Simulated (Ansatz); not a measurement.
Predict the output of the script below (Ansatz's Python interface).

`h7opsi2_torsion.py`
```python
import warnings

import ansatz as az
from ase import Atoms

BASIS_SET = "def2-SVP"
FUNCTIONAL = "cam_b3lyp"
FORCE_TOL = 0.02

warnings.simplefilter("ignore", az.DeckWarning)

atoms = Atoms(["O", "P", "Si", "Si", "H", "H", "H", "H", "H", "H", "H"], positions=[
    (1.4394, 2.0122, -1.4659),
    (-0.0458, 1.4554, -1.0135),
    (0.5736, -0.4831, -0.1041),
    (-1.1054, -1.4685, 0.969),
    (1.287, 2.8779, -2.0155),
    (-0.2023, 2.1937, 0.1957),
    (1.7235, -0.1973, 0.8872),
    (1.1725, -1.3489, -1.1753),
    (-2.2744, -1.7523, 0.0533),
    (-1.7197, -0.5852, 2.0573),
    (-0.783, -2.7608, 1.6322),
])

first = (
    az.Crystal.molecule_from_ase(atoms).calculation()
    .basis(gaussian=BASIS_SET)
    .functional(FUNCTIONAL)
    .relax(force_tolerance=FORCE_TOL, max_steps=80)
)
atoms.positions = first.run(threads=1).report["positions_ang"]

start = atoms.get_dihedral(1, 2, 3, 8)
energies = {}
for turn in range(0, 121, 20):
    turned = atoms.copy()
    turned.set_dihedral(1, 2, 3, 8, start + turn, indices=[3, 8, 9, 10])
    model = (
        az.Crystal.molecule_from_ase(turned).calculation()
        .basis(gaussian=BASIS_SET)
        .functional(FUNCTIONAL)
    )
    energies[round((start + turn) % 360)] = model.run(threads=1).report["free_energy_ev"]
floor = min(energies.values())
print("dihedral P1-Si2-Si3-H8 (deg)   E - E(min) (kJ/mol)")
for angle, e in sorted(energies.items()):
    print(f"{angle:8d} {96.485332 * (e - floor):14.3f}  " + "#" * int(30 * (e - floor) / max(max(energies.values()) - floor, 1e-9)))
```

Output of `python h7opsi2_torsion.py`:
```text
dihedral P1-Si2-Si3-H8 (deg)   E - E(min) (kJ/mol)
      60          0.000
      80          0.752  #######
     100          2.284  ######################
     120          3.031  ##############################
     140          2.266  ######################
     160          0.770  #######
     180          0.006
```

The scan is rigid and the energies are electronic, in a modest basis. With rigid groups the curve can differ much from the relaxed path, the start wasn't checked as a minimum of this torsion, and equivalent turns needn't return to the same energy. Finished in 60 s on 1 thread of Arm Neoverse V2, with other jobs on the host, peak memory 0.35 GiB.
